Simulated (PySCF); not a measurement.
**[La(NH3)3]3+: other functionals and bases at one geometry**

An exercise on one series of results from a longer session: the logs are not shown, and one member is left open.

Method: several levels, as the steps say, no spin–orbit coupling; program: PySCF 2.14.0.

1 further run of the same task is left out (for a known fault of the program).

## Where the work starts

13 atoms, charge 3, spin multiplicity 1.

Bond lengths: La1–N2 2.564 Å, La1–N6 2.564 Å, La1–N10 2.564 Å, N2–H3 1.036 Å, N2–H4 1.036 Å, N2–H5 1.035 Å, N6–H7 1.036 Å, N6–H8 1.036 Å, N6–H9 1.035 Å, N10–H11 1.036 Å, N10–H12 1.036 Å, N10–H13 1.035 Å. Angles: N2–La1–N6 120.0°, N2–La1–N10 120.0°, N6–La1–N10 120.0°, La1–N2–H3 115.7°, La1–N2–H4 115.5°, La1–N2–H5 115.8°, H3–N2–H4 102.5°, H3–N2–H5 102.8°, H4–N2–H5 102.6°, La1–N6–H7 115.7°, La1–N6–H8 115.5°, La1–N6–H9 115.8°, H7–N6–H8 102.5°, H7–N6–H9 102.7°, H8–N6–H9 102.6°, La1–N10–H11 115.7°, La1–N10–H12 115.5°, La1–N10–H13 115.8° and more.

Coordinates:

```xyz
13
charge 3, multiplicity 1
La    0.0000    0.0000   -0.0132
N     2.5638    0.0008    0.0137
H     3.0066   -0.6506    0.6862
H     3.0188   -0.2560   -0.8811
H     3.0111    0.9058    0.2438
N    -1.2826    2.2199    0.0137
H    -0.9398    2.9291    0.6862
H    -1.2877    2.7424   -0.8811
H    -2.2900    2.1548    0.2438
N    -1.2812   -2.2207    0.0137
H    -2.0668   -2.2785    0.6862
H    -1.7311   -2.4864   -0.8811
H    -0.7211   -3.0606    0.2438
```

Formal oxidation states: La +3. The 4f shell is empty and lies in the core potential. An earlier session relaxed this geometry at PBE0, La lcecp-1-SVP with ECP46, N def2-SVP, H def2-SVP (singlet, point group C3).

At PBE0 on the finer grid: E = -199.942465 Eh, HOMO -23.66 eV, LUMO -15.99 eV, Mulliken charge on La1 +1.95 e, largest force component 0.006 eV/Å. The large-core potential holds the 4f shell empty.

Levels to run: B3LYP; M06-L; PBE0, TZVP. Hardware: 2 threads of Arm Neoverse V1, shared host.

The first run:

The input, run.py (the lines that set the calculation):

```python
mol = gto.M(atom='''
La     0.00000     0.00000    -0.01315
N      2.56377     0.00080     0.01365
H      3.00660    -0.65063     0.68618
H      3.01881    -0.25600    -0.88107
H      3.01108     0.90581     0.24380
N     -1.28257     2.21989     0.01365
H     -0.93984     2.92911     0.68618
H     -1.28770     2.74236    -0.88107
H     -2.28999     2.15477     0.24380
N     -1.28120    -2.22069     0.01365
H     -2.06676    -2.27848     0.68618
H     -1.73110    -2.48637    -0.88107
H     -0.72109    -3.06057     0.24380''',
    basis={'La': 'lcecp-1-SVP', 'N': 'def2-SVP', 'H': 'def2-SVP'},
    ecp={'La': 'lcecp-1-SVP'},
    charge=3, spin=0)
mf = dft.RKS(mol, xc='B3LYP')
mf.grids.atom_grid = (75, 302)  # f atoms: unpruned, at least (60, 302)
mf = mf.density_fit()  # fitting sets: La AutoAux, N def2-universal-JKFIT, H def2-universal-JKFIT
mf.conv_tol = 1e-08; mf.max_cycle = 55
mf.kernel(dm0)  # dm0: the density of the relaxed state
```

On the command line:

```sh
$ OMP_NUM_THREADS=2 python run.py
```

Among the steps run: B3LYP; M06-L; PBE0, TZVP.

One table of the session follows, with a row left open; its other results are not shown here.

| level | HOMO (eV) | gap (eV) | charge on La1 (e) | largest force component (eV/Å) |
| --- | --- | --- | --- | --- |
| PBE0 (relaxed here) | -23.66 | 7.67 | 1.95 | 0.01 |
| B3LYP | ? | ? | ? | ? |
| M06-L | -22.46 | 6.11 | 2.03 | 0.10 |
| PBE0, TZVP | -23.58 | 7.69 | 2.13 | 0.38 |

**Question.** Estimate the row for B3LYP.

As computed: HOMO (eV): -23.36; gap (eV): 7.01; charge on La1 (e): 1.92; largest force component (eV/Å): 0.08. In the column «HOMO (eV)» it lies between PBE0, TZVP (-23.58) and M06-L (-22.46).

In one basis the HOMO–LUMO gap runs from 6.11 eV (M06-L) to 7.67 eV (PBE0). The largest leftover force, 0.38 eV/Å with PBE0, TZVP, stands at a geometry relaxed at another level. With 4f in the core, its levels are missing from HOMO and gap, and its count is fixed, so no charge can pass from the ligands into it. Total energies of different levels can't be compared.
